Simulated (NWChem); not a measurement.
**C2H7AlO (SMILES C[CH2][AlH][OH]) at MP2/6-31G(d) (spherical functions)**

What is the energy change on altering one bond length of C2H7AlO at MP2/6-31G* (spherical functions)? 

Program for the calculation: NWChem 7.3.0.

2 further runs of the same task are left out: 2 set aside as unsound or not needed.

### Step 1. The molecule

The species is C2H7AlO (11 atoms), meant as a singlet with charge 0. SMILES: `C[CH2][AlH][OH]`. The coordinates come from a PBE0-D4/def2-TZVP relaxation. This is one conformer, not always the lowest.

Bond lengths: C1–C2 1.529 Å, C2–Al3 1.957 Å, Al3–O4 1.701 Å, C1–H5 1.094 Å, C1–H6 1.094 Å, C1–H7 1.094 Å, C2–H8 1.098 Å, C2–H9 1.098 Å, Al3–H10 1.582 Å, O4–H11 0.956 Å. Some angles: C1–C2–Al3 116.3°, C2–Al3–O4 121.1°, C1–C2–H8 110.2°, C1–C2–H9 110.2°, Al3–C2–H8 107.6°, Al3–C2–H9 107.6°, C2–C1–H5 111.7°, C2–C1–H6 112.3°, C2–C1–H7 111.7°, C2–Al3–H10 123.9°.

### Step 2. Energy and forces at MP2/6-31G(d) (spherical functions)

Contents of run.py:

```python
from ase import Atoms
from ase.calculators.nwchem import NWChem

atoms = Atoms('CCAlOHHHHHHH', positions=[
    [-1.111600, 0.829400, 0.106400],
    [0.175900, 0.388000, 0.802000],
    [1.254500, -0.947900, -0.137800],
    [0.762600, -1.576800, -1.639300],
    [-1.791000, -0.011900, -0.058700],
    [-1.662600, 1.575000, 0.687600],
    [-0.910600, 1.273300, -0.872900],
    [-0.049300, -0.010000, 1.800700],
    [0.818800, 1.256800, 0.997900],
    [2.622300, -1.522700, 0.412400],
    [-0.043800, -1.310100, -2.077800],
])

calc = NWChem(
    label='c2h7alo',
    theory='mp2',
    memory='2200 mb',
    basis='6-31G*',
    basispar='spherical bse',
    scf={'nopen': '0', 'rhf': None, 'thresh': '1e-08', 'maxiter': '80'},
    mp2={'freeze': 'core 8', 'tight': None},
)
atoms.calc = calc

forces = atoms.get_forces()
e = atoms.get_potential_energy()
print(f"E = {e:.6f} eV")
print("forces (eV/A):")
for s, f in zip(atoms.symbols, forces):
    print(f"{s:2s} {f[0]:10.5f} {f[1]:10.5f} {f[2]:10.5f}")
```

Run with:

```sh
$ export ASE_NWCHEM_COMMAND="nwchem PREFIX.nwi > PREFIX.nwo"
$ python run.py
```

Log:

```text
E = -10805.896034 eV
forces (eV/A):
C    -0.16080    0.05682   -0.07821
C     0.13431    0.02319    0.18054
Al    0.21201    0.15098    0.45169
O     0.33023   -0.44732   -0.34602
H    -0.02031   -0.04304    0.01280
H    -0.01358    0.02895    0.03090
H     0.02818    0.02720   -0.03286
H    -0.05852    0.00123    0.03651
H    -0.01234    0.06520   -0.00643
H     0.06474   -0.03090    0.02340
H    -0.50388    0.16769   -0.27233
```

The calculator wrote c2h7alo.nwi:

```
title "c2h7alo"

permanent_dir c2h7alo

scratch_dir c2h7alo

start c2h7alo

geometry units angstrom nocenter noautosym noautoz
  C  -1.1115999999999999e+00 8.2940000000000003e-01 1.0639999999999999e-01
  C  1.7590000000000000e-01 3.8800000000000001e-01 8.0200000000000005e-01
  Al 1.2544999999999999e+00 -9.4789999999999996e-01 -1.3780000000000001e-01
  O  7.6259999999999994e-01 -1.5768000000000000e+00 -1.6393000000000000e+00
  H  -1.7909999999999999e+00 -1.1900000000000001e-02 -5.8700000000000002e-02
  H  -1.6626000000000001e+00 1.5750000000000000e+00 6.8759999999999999e-01
  H  -9.1059999999999997e-01 1.2733000000000001e+00 -8.7290000000000001e-01
  H  -4.9299999999999997e-02 -1.0000000000000000e-02 1.8007000000000000e+00
  H  8.1879999999999997e-01 1.2567999999999999e+00 9.9790000000000001e-01
  H  2.6223000000000001e+00 -1.5226999999999999e+00 4.1239999999999999e-01
  H  -4.3799999999999999e-02 -1.3101000000000000e+00 -2.0777999999999999e+00
end

memory 2200 mb

basis spherical bse noprint
   * library 6-31G*
end

scf
  nopen 0
  rhf
  thresh 1e-08
  maxiter 80
end
mp2
  freeze core 8
  tight
end

task mp2 gradient
```

c2h7alo.nwo:

```text
Northwest Computational Chemistry Package (NWChem) 7.3.0
             --------------------------------------------------------

           Job information
           ---------------

    nwchem branch   = 7.3.0
    use scalapack   = T
    input           = c2h7alo.nwi
    prefix          = c2h7alo.
    data base       = c2h7alo/c2h7alo.db
    status          = startup
    nproc           =        1

           Memory information
           ------------------

    heap     =     72089600 doubles =      550.0 Mbytes
    stack    =     72089597 doubles =      550.0 Mbytes
    global   =    144179200 doubles =     1100.0 Mbytes (distinct from heap & stack)
    total    =    288358397 doubles =     2200.0 Mbytes
    verify   = yes
    hardfail = no

           Directory information
           ---------------------

  0 permanent = c2h7alo
  0 scratch   = c2h7alo

[... 32 lines left out ...]
            Nuclear Dipole moment (a.u.)
[... 91 lines left out ...]
 1-e energy   =    -850.955380
[... 7 lines left out ...]
         Quadratically convergent ROHF
[... 3 lines left out ...]
 Final Fock-matrix accuracy:          1.000E-10
[... 13 lines left out ...]
         Total SCF energy =   -396.615472598570
[... 1 line left out ...]
      Two-electron energy =    303.955763915818
[... 4 lines left out ...]
             Final eigenvalues
[... 355 lines left out ...]
 CPHF converged to   3.9D-07 in   11 iters
[... 11 lines left out ...]
 MP2 RHF      natural orbital occupation numbers
[... 77 lines left out ...]
  MP2 natural orbitals output to c2h7alo/c2h7alo.mp2nos

                         mp2 ENERGY GRADIENTS

    atom               coordinates                        gradient
                 x          y          z           x          y          z
   1 C      -2.100619   1.567339   0.201067    0.003127  -0.001105   0.001521
   2 C       0.332403   0.733214   1.515560   -0.002612  -0.000451  -0.003511
   3 Al      2.370661  -1.791271  -0.260404   -0.004123  -0.002936  -0.008784
[... 7 lines of this table left out ...]
  11 H      -0.082770  -2.475730  -3.926473    0.009799  -0.003261   0.005296

                 ----------------------------------------
                 |  Time  |  1-e(secs)   |  2-e(secs)   |
                 ----------------------------------------
                 |  CPU   |       0.01   |       3.67   |
                 ----------------------------------------
                 |  WALL  |       0.01   |       3.67   |
                 ----------------------------------------
 -----------------------
 Task  times  cpu:       33.4s     wall:       33.4s
 Total times  cpu:       33.4s     wall:       33.4s
```

Wall time 35 s (1 thread of AMD EPYC 7R43 (Zen 3), shared host); peak memory 0.19 GiB.

### Step 3. The distorted shape: the energy at MP2/6-31G(d) (spherical functions)

Contents of c2h7alo.nw:

```
start c2h7alo
memory stack 880 mb heap 220 mb global 1100 mb

geometry units bohr noautosym nocenter noautoz
 C  -2.83058108  1.81759528 -0.19331142
 C   0.33240283  0.73321374  1.51556035
 Al  2.37066142 -1.79127139 -0.26040426
 O   1.44110514 -2.97972015 -3.09782804
 H  -4.11446101  0.22776869 -0.50530521
 H  -3.87182017  3.22657508  0.90499740
 H  -2.45074613  2.65644471 -2.04392022
 H  -0.09316350 -0.01889726  3.40282983
 H   1.54730775  2.37500779  1.88575770
 H   4.95542882 -2.87748597  0.77932305
 H  -0.08277000 -2.47573020 -3.92647294
end

basis spherical bse
 * library 6-31G*
end

scf
 thresh 1e-08
 maxiter 80
end

mp2
 freeze core 8
 tight
end

task mp2
```

Run with:

```sh
$ nwchem c2h7alo.nw > c2h7alo.out
```

Log:

```text
[...]
  functions       =    74
[...]
  wavefunction    = RHF
[...]
         Total SCF energy =   -396.557157295699
      One-electron energy =   -840.902877174898
      Two-electron energy =    296.839382412999
 Nuclear repulsion energy =    147.506337466200
        Time for solution =     13.7s
[...]
          Total MP2 energy          -397.053475025307
[...]
```

It took 17 s on 1 thread of AMD EPYC 7R43 (Zen 3), shared host; peak memory 0.16 GiB.

### Step 4. Results

Level: MP2/6-31G* (spherical functions), 8 core orbitals frozen.

| quantity | value |
| --- | --- |
| first shape: total energy | -397.10936 Eh |
| first shape: dipole moment (of the density that the program reports) | 2.01 D |
| first shape: HOMO energy (Hartree–Fock orbitals) | -10.54 eV |
| first shape: LUMO energy (Hartree–Fock orbitals) | 2.30 eV |
| first shape: HOMO–LUMO gap (Hartree–Fock orbitals) | 12.84 eV |
| first shape: correlation energy (8 core orbitals frozen) | -493.9 mEh |
| first shape: largest force on an atom | 0.655 eV/Å |
| distorted shape: total energy | -397.05348 Eh |
| distorted shape: HOMO energy (Hartree–Fock orbitals) | -10.47 eV |
| distorted shape: LUMO energy (Hartree–Fock orbitals) | 2.33 eV |
| distorted shape: HOMO–LUMO gap (Hartree–Fock orbitals) | 12.81 eV |
| distorted shape: correlation energy (8 core orbitals frozen) | -496.3 mEh |
| energy change with the C1–C2 bond stretched from 1.529 to 1.987 Å | 1.521 eV |

With the C1–C2 bond stretched from 1.529 to 1.987 Å the energy rises by 1.52 eV (35 kcal/mol). The first shape isn't relaxed at this level, so the change isn't measured from a minimum. The largest force (first shape) is 0.65 eV/Å: the shape isn't a stationary point for this species at this level. Mulliken charges (first shape) run from -0.96 on O4 to +0.96 on Al3; they depend strongly on the basis. Mulliken charges (distorted shape) run from -0.96 on O4 to +0.96 on Al3; they depend strongly on the basis.
